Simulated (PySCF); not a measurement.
# A gas-phase reaction: CuHS + H2O → CuHO + H2S

What reaction energy should one expect for `[SH][Cu]` + `O` → `[OH][Cu]` + `S`?

Computed with PySCF 2.14.0; each step states its level. No surroundings beyond the atoms listed, unless a continuum is named. Atoms count from 0, parts from 1.

### Step 1. The system as given

Each species was relaxed by itself at PBE0-D3(BJ)/def2-SVPD.

### Step 2. Reaction energy: wB97M-D3(BJ)/def2-TZVPD

The job: settings as JSON, then the geometry in Å.

```
{"job": {"kind": "react", "xc": "wB97M-D3(BJ)", "basis": "def2-TZVPD"}, "charge": 0, "multiplicity": 1}
-1 CuHS charge 0 multiplicity 1
S      0.687000     0.088460     0.426790
Cu    -0.864860    -1.230600    -0.171530
H      0.177860     1.142350    -0.255550

-1 H2O charge 0 multiplicity 1
O      0.001320     0.389110    -0.014880
H     -0.763550    -0.191990     0.006760
H      0.762240    -0.197090     0.008090

+1 CuHO charge 0 multiplicity 1
O      0.381240    -0.053260    -0.422470
Cu     0.122870     0.005080     1.345280
H     -0.453920     0.061890    -0.887680

+1 H2S charge 0 multiplicity 1
S     -0.004910     0.615260    -0.015660
H     -0.982140    -0.315890     0.004650
H      0.967620    -0.320560     0.013620
```

Method: wB97M-D3(BJ)/def2-TZVPD reaction energy of separated species, gas phase.

Run with:

```bash
> OMP_NUM_THREADS=1 python cluster_run.py task.json out
```

This one command runs all jobs of the session in turn.

Log:

```text
species 1 (CuHS)
coarse grid: 16232 points
cycle   1  E = -2039.0040687209  dE = -2.206e-02  |g| = 2.235e+00  |ddm| = 1.448e+00
cycle   2  E = -2038.2079149441  dE =  7.962e-01  |g| = 3.992e+00  |ddm| = 2.115e+00
cycle   3  E = -2039.4185499745  dE = -1.211e+00  |g| = 2.250e-01  |ddm| = 1.272e+00
cycle   4  E = -2039.4248582325  dE = -6.308e-03  |g| = 4.474e-02  |ddm| = 1.911e-01
cycle   5  E = -2039.4252604742  dE = -4.022e-04  |g| = 1.291e-02  |ddm| = 3.868e-02
cycle   6  E = -2039.4253300122  dE = -6.954e-05  |g| = 3.952e-03  |ddm| = 1.886e-02
cycle   7  E = -2039.4253499055  dE = -1.989e-05  |g| = 1.639e-03  |ddm| = 1.316e-02
cycle   8  E = -2039.4253525070  dE = -2.601e-06  |g| = 5.961e-04  |ddm| = 4.547e-03
final grid: 30160 points
cycle   9  E = -2039.4252983590  dE = -4.545e-07  |g| = 7.138e-04  |ddm| = 1.724e-03
cycle  10  E = -2039.4252984098  dE = -5.080e-08  |g| = 1.581e-03  |ddm| = 1.111e-03
cycle  11  E = -2039.4252986077  dE = -1.979e-07  |g| = 2.164e-04  |ddm| = 4.189e-04
cycle  12  E = -2039.4252987137  dE = -1.059e-07  |g| = 1.045e-04  |ddm| = 1.101e-03
cycle  13  E = -2039.4252987335  dE = -1.981e-08  |g| = 2.064e-05  |ddm| = 6.169e-04
cycle  14  E = -2039.4252987341  dE = -5.784e-10  |g| = 5.669e-06  |ddm| = 9.799e-05
converged SCF energy = -2039.4252987341

species 2 (H2O)
coarse grid: 10128 points
cycle   1  E = -76.4117504227  dE = -7.453e-02  |g| = 5.872e-01  |ddm| = 8.994e-01
cycle   2  E = -76.4087434461  dE =  3.007e-03  |g| = 6.461e-01  |ddm| = 5.038e-01
cycle   3  E = -76.4759339772  dE = -6.719e-02  |g| = 2.731e-02  |ddm| = 2.374e-01
cycle   4  E = -76.4760591797  dE = -1.252e-04  |g| = 5.497e-03  |ddm| = 1.609e-02
cycle   5  E = -76.4760678565  dE = -8.677e-06  |g| = 8.214e-04  |ddm| = 5.831e-03
final grid: 21952 points
cycle   6  E = -76.4760630536  dE = -1.976e-07  |g| = 5.843e-04  |ddm| = 1.372e-03
cycle   7  E = -76.4760630604  dE = -6.849e-09  |g| = 6.466e-04  |ddm| = 6.468e-04
cycle   8  E = -76.4760631241  dE = -6.364e-08  |g| = 3.200e-05  |ddm| = 2.236e-04
cycle   9  E = -76.4760631249  dE = -8.235e-10  |g| = 4.135e-06  |ddm| = 1.104e-04
converged SCF energy = -76.4760631249

species 3 (CuHO)
coarse grid: 15096 points
cycle   1  E = -1715.8969877641  dE =  5.399e-03  |g| = 2.361e+00  |ddm| = 1.402e+00
cycle   2  E = -1714.5821448260  dE =  1.315e+00  |g| = 4.398e+00  |ddm| = 2.183e+00
cycle   3  E = -1716.4032770530  dE = -1.821e+00  |g| = 2.752e-01  |ddm| = 1.549e+00
cycle   4  E = -1716.4021186721  dE =  1.158e-03  |g| = 2.695e-01  |ddm| = 2.214e-01
cycle   5  E = -1716.4130368787  dE = -1.092e-02  |g| = 1.857e-02  |ddm| = 1.155e-01
cycle   6  E = -1716.4132202701  dE = -1.834e-04  |g| = 5.942e-03  |ddm| = 3.020e-02
cycle   7  E = -1716.4132701318  dE = -4.986e-05  |g| = 3.547e-03  |ddm| = 1.893e-02
cycle   8  E = -1716.4132808720  dE = -1.074e-05  |g| = 1.350e-03  |ddm| = 9.243e-03
cycle   9  E = -1716.4132832009  dE = -2.329e-06  |g| = 6.313e-04  |ddm| = 4.666e-03
final grid: 29624 points
cycle  10  E = -1716.4132368214  dE = -3.397e-07  |g| = 9.178e-04  |ddm| = 1.341e-03
cycle  11  E = -1716.4132367481  dE =  7.331e-08  |g| = 2.193e-03  |ddm| = 1.255e-03
cycle  12  E = -1716.4132371041  dE = -3.560e-07  |g| = 2.851e-04  |ddm| = 4.867e-04
cycle  13  E = -1716.4132372598  dE = -1.557e-07  |g| = 8.159e-05  |ddm| = 1.803e-03
cycle  14  E = -1716.4132372632  dE = -3.418e-09  |g| = 2.009e-05  |ddm| = 1.968e-04
cycle  15  E = -1716.4132372636  dE = -3.920e-10  |g| = 7.392e-06  |ddm| = 6.194e-05
converged SCF energy = -1716.4132372636

species 4 (H2S)
coarse grid: 11264 points
cycle   1  E = -399.4336013189  dE = -1.424e-01  |g| = 1.945e-01  |ddm| = 1.016e+00
cycle   2  E = -399.4459453551  dE = -1.234e-02  |g| = 1.106e-01  |ddm| = 2.399e-01
cycle   3  E = -399.4491446473  dE = -3.199e-03  |g| = 1.578e-02  |ddm| = 9.278e-02
cycle   4  E = -399.4492189871  dE = -7.434e-05  |g| = 4.851e-03  |ddm| = 1.790e-02
cycle   5  E = -399.4492312238  dE = -1.224e-05  |g| = 9.336e-04  |ddm| = 7.536e-03
cycle   6  E = -399.4492319550  dE = -7.312e-07  |g| = 1.776e-04  |ddm| = 2.124e-03
final grid: 22496 points
cycle   7  E = -399.4492197770  dE = -2.334e-08  |g| = 1.134e-04  |ddm| = 6.095e-04
cycle   8  E = -399.4492197800  dE = -2.985e-09  |g| = 6.804e-05  |ddm| = 1.498e-04
cycle   9  E = -399.4492197807  dE = -7.672e-10  |g| = 8.766e-06  |ddm| = 5.993e-05
converged SCF energy = -399.4492197807

Reaction energy = 24.521 kcal/mol
```

Run time: 7.4 s. Hardware: 1 thread of Arm Neoverse V1, shared host; peak memory 0.37 GiB.

Species by species (with the dispersion term, which the log's SCF energies lack):

```csv
ν,species,energy (Eh),HOMO (eV)
-1,[SH][Cu],-2039.42730,-8.58
-1,O,-76.47682,-11.72
+1,[OH][Cu],-1716.41448,-9.31
+1,S,-399.45056,-9.89
```

### Step 3. Energies of the species: PBE0-D3(BJ)/def2-TZVPD

Same as in step 2 but for these lines:

```diff
@@ -1,2 +1,2 @@
-{"job": {"kind": "react", "xc": "wB97M-D3(BJ)", "basis": "def2-TZVPD"}, "charge": 0, "multiplicity": 1}
+{"job": {"kind": "react", "xc": "PBE0", "basis": "def2-TZVPD", "disp": "d3bj"}, "charge": 0, "multiplicity": 1}
 -1 CuHS charge 0 multiplicity 1
```

With the program's defaults for keys left out, this is: PBE0-D3(BJ)/def2-TZVPD reaction energy of separated species, gas phase.

Log:

```text
species 1 (CuHS)
coarse grid: 16232 points
cycle   1  E = -2037.7081523442  dE =  8.834e-01  |g| = 3.699e+00  |ddm| = 1.760e+00
cycle   2  E = -2033.6380420621  dE =  4.070e+00  |g| = 7.028e+00  |ddm| = 6.293e+00
cycle   3  E = -2038.8408799836  dE = -5.203e+00  |g| = 1.005e+00  |ddm| = 5.715e+00
cycle   4  E = -2038.7067974703  dE =  1.341e-01  |g| = 8.563e-01  |ddm| = 1.485e+00
cycle   5  E = -2038.9623450113  dE = -2.555e-01  |g| = 2.910e-02  |ddm| = 1.108e+00
cycle   6  E = -2038.9626547136  dE = -3.097e-04  |g| = 1.961e-02  |ddm| = 4.496e-02
cycle   7  E = -2038.9626997326  dE = -4.502e-05  |g| = 6.122e-03  |ddm| = 1.238e-02
cycle   8  E = -2038.9627100611  dE = -1.033e-05  |g| = 1.698e-03  |ddm| = 5.754e-03
cycle   9  E = -2038.9627109797  dE = -9.186e-07  |g| = 1.227e-03  |ddm| = 2.649e-03
final grid: 30160 points
cycle  10  E = -2038.9627255558  dE =  8.212e-07  |g| = 3.529e-03  |ddm| = 1.897e-03
cycle  11  E = -2038.9627181528  dE =  7.403e-06  |g| = 1.027e-02  |ddm| = 4.225e-03
cycle  12  E = -2038.9627266065  dE = -8.454e-06  |g| = 1.593e-04  |ddm| = 3.005e-03
cycle  13  E = -2038.9627266122  dE = -5.682e-09  |g| = 3.842e-05  |ddm| = 1.394e-04
cycle  14  E = -2038.9627266126  dE = -4.084e-10  |g| = 1.139e-05  |ddm| = 6.573e-05
converged SCF energy = -2038.9627266126

species 2 (H2O)
coarse grid: 2328 points
cycle   1  E = -76.3044346219  dE = -5.298e-03  |g| = 6.571e-01  |ddm| = 9.011e-01
cycle   2  E = -76.1882139245  dE =  1.162e-01  |g| = 1.036e+00  |ddm| = 7.256e-01
cycle   3  E = -76.3820359879  dE = -1.938e-01  |g| = 3.132e-02  |ddm| = 4.396e-01
cycle   4  E = -76.3822182890  dE = -1.823e-04  |g| = 5.864e-03  |ddm| = 1.606e-02
cycle   5  E = -76.3822234281  dE = -5.139e-06  |g| = 7.850e-04  |ddm| = 2.507e-03
final grid: 21952 points
cycle   6  E = -76.3808944960  dE = -1.508e-05  |g| = 3.440e-03  |ddm| = 9.318e-03
cycle   7  E = -76.3808925412  dE =  1.955e-06  |g| = 4.740e-03  |ddm| = 3.312e-03
cycle   8  E = -76.3808962378  dE = -3.697e-06  |g| = 2.521e-04  |ddm| = 1.960e-03
cycle   9  E = -76.3808962484  dE = -1.064e-08  |g| = 2.400e-05  |ddm| = 1.101e-04
cycle  10  E = -76.3808962485  dE = -1.120e-10  |g| = 3.288e-06  |ddm| = 1.515e-05
converged SCF energy = -76.3808962485

species 3 (CuHO)
coarse grid: 15096 points
cycle   1  E = -1714.5443442618  dE =  1.076e+00  |g| = 3.905e+00  |ddm| = 1.776e+00
cycle   2  E = -1707.2962339783  dE =  7.248e+00  |g| = 8.061e+00  |ddm| = 4.371e+00
cycle   3  E = -1715.5169288769  dE = -8.221e+00  |g| = 2.066e+00  |ddm| = 3.923e+00
cycle   4  E = -1715.3801635289  dE =  1.368e-01  |g| = 1.746e+00  |ddm| = 1.837e+00
cycle   5  E = -1716.0357497160  dE = -6.556e-01  |g| = 1.636e-01  |ddm| = 1.202e+00
cycle   6  E = -1716.0387466662  dE = -2.997e-03  |g| = 3.683e-02  |ddm| = 1.028e-01
cycle   7  E = -1716.0390009839  dE = -2.543e-04  |g| = 5.539e-03  |ddm| = 3.125e-02
cycle   8  E = -1716.0390065783  dE = -5.594e-06  |g| = 1.994e-03  |ddm| = 7.375e-03
final grid: 29624 points
cycle   9  E = -1716.0390130408  dE =  1.973e-06  |g| = 4.268e-03  |ddm| = 3.793e-03
cycle  10  E = -1716.0389990306  dE =  1.401e-05  |g| = 9.968e-03  |ddm| = 8.266e-03
cycle  11  E = -1716.0390165089  dE = -1.748e-05  |g| = 9.334e-04  |ddm| = 5.229e-03
cycle  12  E = -1716.0390165824  dE = -7.358e-08  |g| = 1.314e-04  |ddm| = 2.472e-04
cycle  13  E = -1716.0390165930  dE = -1.060e-08  |g| = 1.353e-04  |ddm| = 3.531e-04
cycle  14  E = -1716.0390165960  dE = -2.946e-09  |g| = 1.368e-05  |ddm| = 1.852e-04
cycle  15  E = -1716.0390165960  dE = -2.888e-11  |g| = 1.046e-06  |ddm| = 1.290e-05
converged SCF energy = -1716.0390165960

species 4 (H2S)
coarse grid: 2864 points
cycle   1  E = -399.2518633177  dE = -9.250e-02  |g| = 1.630e-01  |ddm| = 1.023e+00
cycle   2  E = -399.2538576274  dE = -1.994e-03  |g| = 1.600e-01  |ddm| = 2.978e-01
cycle   3  E = -399.2614718728  dE = -7.614e-03  |g| = 1.497e-02  |ddm| = 1.477e-01
cycle   4  E = -399.2614864849  dE = -1.461e-05  |g| = 1.103e-03  |ddm| = 5.881e-03
cycle   5  E = -399.2614868652  dE = -3.804e-07  |g| = 6.136e-04  |ddm| = 1.717e-03
final grid: 22496 points
cycle   6  E = -399.2625176880  dE = -7.082e-06  |g| = 4.895e-03  |ddm| = 1.692e-02
cycle   7  E = -399.2625183202  dE = -6.322e-07  |g| = 3.959e-03  |ddm| = 6.696e-03
cycle   8  E = -399.2625212506  dE = -2.930e-06  |g| = 2.911e-04  |ddm| = 3.503e-03
cycle   9  E = -399.2625212784  dE = -2.778e-08  |g| = 3.583e-05  |ddm| = 2.358e-04
cycle  10  E = -399.2625212788  dE = -3.615e-10  |g| = 6.381e-06  |ddm| = 2.919e-05
converged SCF energy = -399.2625212788

Reaction energy = 26.699 kcal/mol
```

It took 3.9 s on 1 thread of Arm Neoverse V1, shared host; peak memory 0.37 GiB.

Reaction energy at this level: 26.70 kcal/mol.

### Step 4. Energies of the species: MP2/def2-TZVPD

Same as in step 3 but for these lines:

```diff
@@ -1,2 +1,2 @@
-{"job": {"kind": "react", "xc": "PBE0", "basis": "def2-TZVPD", "disp": "d3bj"}, "charge": 0, "multiplicity": 1}
+{"job": {"kind": "react", "xc": "MP2", "basis": "def2-TZVPD"}, "charge": 0, "multiplicity": 1}
 -1 CuHS charge 0 multiplicity 1
```

Level: MP2/def2-TZVPD reaction energy of separated species, gas phase.

Log:

```text
species 1 (CuHS)
final grid: 30160 points
cycle   1  E = -2036.9748100505  dE = -3.264e-01  |g| = 1.020e+00  |ddm| = 1.268e+00
cycle   2  E = -2036.9444674489  dE =  3.034e-02  |g| = 1.357e+00  |ddm| = 7.630e-01
cycle   3  E = -2037.0777186822  dE = -1.333e-01  |g| = 5.811e-02  |ddm| = 3.451e-01
cycle   4  E = -2037.0789011842  dE = -1.183e-03  |g| = 2.060e-02  |ddm| = 7.217e-02
cycle   5  E = -2037.0791411546  dE = -2.400e-04  |g| = 9.409e-03  |ddm| = 3.264e-02
cycle   6  E = -2037.0791984359  dE = -5.728e-05  |g| = 2.322e-03  |ddm| = 2.110e-02
cycle   7  E = -2037.0792038534  dE = -5.418e-06  |g| = 7.640e-04  |ddm| = 7.101e-03
cycle   8  E = -2037.0792046633  dE = -8.099e-07  |g| = 2.984e-04  |ddm| = 2.568e-03
cycle   9  E = -2037.0792048034  dE = -1.402e-07  |g| = 1.359e-04  |ddm| = 1.033e-03
cycle  10  E = -2037.0792048322  dE = -2.871e-08  |g| = 4.705e-05  |ddm| = 5.149e-04
cycle  11  E = -2037.0792048361  dE = -3.927e-09  |g| = 2.167e-05  |ddm| = 1.967e-04
cycle  12  E = -2037.0792048365  dE = -3.920e-10  |g| = 5.769e-06  |ddm| = 6.313e-05
converged SCF energy = -2037.0792048365

species 2 (H2O)
final grid: 21952 points
cycle   1  E = -76.0248949073  dE = -1.467e-01  |g| = 4.364e-01  |ddm| = 8.776e-01
cycle   2  E = -76.0503809230  dE = -2.549e-02  |g| = 2.594e-01  |ddm| = 2.972e-01
cycle   3  E = -76.0608898727  dE = -1.051e-02  |g| = 2.594e-02  |ddm| = 1.025e-01
cycle   4  E = -76.0610472304  dE = -1.574e-04  |g| = 5.694e-03  |ddm| = 1.523e-02
cycle   5  E = -76.0610615976  dE = -1.437e-05  |g| = 1.176e-03  |ddm| = 5.302e-03
cycle   6  E = -76.0610624873  dE = -8.897e-07  |g| = 2.235e-04  |ddm| = 1.658e-03
cycle   7  E = -76.0610625240  dE = -3.670e-08  |g| = 3.304e-05  |ddm| = 3.733e-04
cycle   8  E = -76.0610625247  dE = -6.658e-10  |g| = 4.159e-06  |ddm| = 3.886e-05
converged SCF energy = -76.0610625247

species 3 (CuHO)
final grid: 29624 points
cycle   1  E = -1714.2352038575  dE = -3.862e-01  |g| = 1.136e+00  |ddm| = 1.203e+00
cycle   2  E = -1714.2188538349  dE =  1.635e-02  |g| = 1.361e+00  |ddm| = 8.201e-01
cycle   3  E = -1714.3877646780  dE = -1.689e-01  |g| = 1.013e-01  |ddm| = 3.866e-01
cycle   4  E = -1714.3892237199  dE = -1.459e-03  |g| = 4.242e-02  |ddm| = 6.212e-02
cycle   5  E = -1714.3897228900  dE = -4.992e-04  |g| = 1.568e-02  |ddm| = 4.077e-02
cycle   6  E = -1714.3898528758  dE = -1.300e-04  |g| = 5.752e-03  |ddm| = 3.015e-02
cycle   7  E = -1714.3898868502  dE = -3.397e-05  |g| = 2.106e-03  |ddm| = 1.637e-02
cycle   8  E = -1714.3898964122  dE = -9.562e-06  |g| = 9.836e-04  |ddm| = 8.793e-03
cycle   9  E = -1714.3898983976  dE = -1.985e-06  |g| = 2.818e-04  |ddm| = 4.785e-03
cycle  10  E = -1714.3898985593  dE = -1.617e-07  |g| = 9.060e-05  |ddm| = 1.476e-03
cycle  11  E = -1714.3898985682  dE = -8.892e-09  |g| = 3.190e-05  |ddm| = 2.575e-04
cycle  12  E = -1714.3898985690  dE = -8.195e-10  |g| = 7.179e-06  |ddm| = 6.406e-05
converged SCF energy = -1714.3898985690

species 4 (H2S)
final grid: 22496 points
cycle   1  E = -398.6881060993  dE = -1.695e-01  |g| = 2.014e-01  |ddm| = 9.977e-01
cycle   2  E = -398.7050962097  dE = -1.699e-02  |g| = 7.023e-02  |ddm| = 1.849e-01
cycle   3  E = -398.7068537636  dE = -1.758e-03  |g| = 2.154e-02  |ddm| = 5.634e-02
cycle   4  E = -398.7071965663  dE = -3.428e-04  |g| = 6.311e-03  |ddm| = 2.471e-02
cycle   5  E = -398.7072259800  dE = -2.941e-05  |g| = 1.395e-03  |ddm| = 9.170e-03
cycle   6  E = -398.7072274616  dE = -1.482e-06  |g| = 3.129e-04  |ddm| = 2.398e-03
cycle   7  E = -398.7072275473  dE = -8.569e-08  |g| = 5.003e-05  |ddm| = 6.832e-04
cycle   8  E = -398.7072275495  dE = -2.253e-09  |g| = 1.186e-05  |ddm| = 9.128e-05
cycle   9  E = -398.7072275496  dE = -1.258e-10  |g| = 1.950e-06  |ddm| = 2.073e-05
converged SCF energy = -398.7072275496

Reaction energy = 22.714 kcal/mol
```

It took 1.7 s on 1 thread of Arm Neoverse V1, shared host; peak memory 0.39 GiB.

Reaction energy at this level: 22.71 kcal/mol.

### Step 5. Comparing the runs

Energies in kcal/mol, with wall time:

```csv
run,reaction,time
wB97M-D3(BJ)/def2-TZVPD,24.52,7.4 s
PBE0-D3(BJ)/def2-TZVPD,26.70,3.9 s
MP2/def2-TZVPD,22.71,1.7 s
```

### Step 6. Outcome

| quantity | value |
| --- | --- |
| reaction energy (wB97M-D3(BJ)/def2-TZVPD) | 24.52 kcal/mol |
| ΔH, ΔG at 298 K (xTB thermal terms) | +22.7, +22.7 kcal/mol |
| range of the reaction energy over the runs of this table | 22.71 to 26.70 kcal/mol |

**Reading.** The reaction is endothermic by 22.7 kcal/mol in the gas phase; dispersion gives +0.11, and xTB itself gave 6.62 for the electronic energy (xTB energies and thermal terms come from the earlier relaxation of each species, not shown). No barrier was sought. xTB and this level differ widely in the electronic energy, so what comes from xTB (the thermal terms above all) is less safe here. The reaction energy runs from 22.71 (MP2/def2-TZVPD) to 26.70 kcal/mol (PBE0-D3(BJ)/def2-TZVPD).
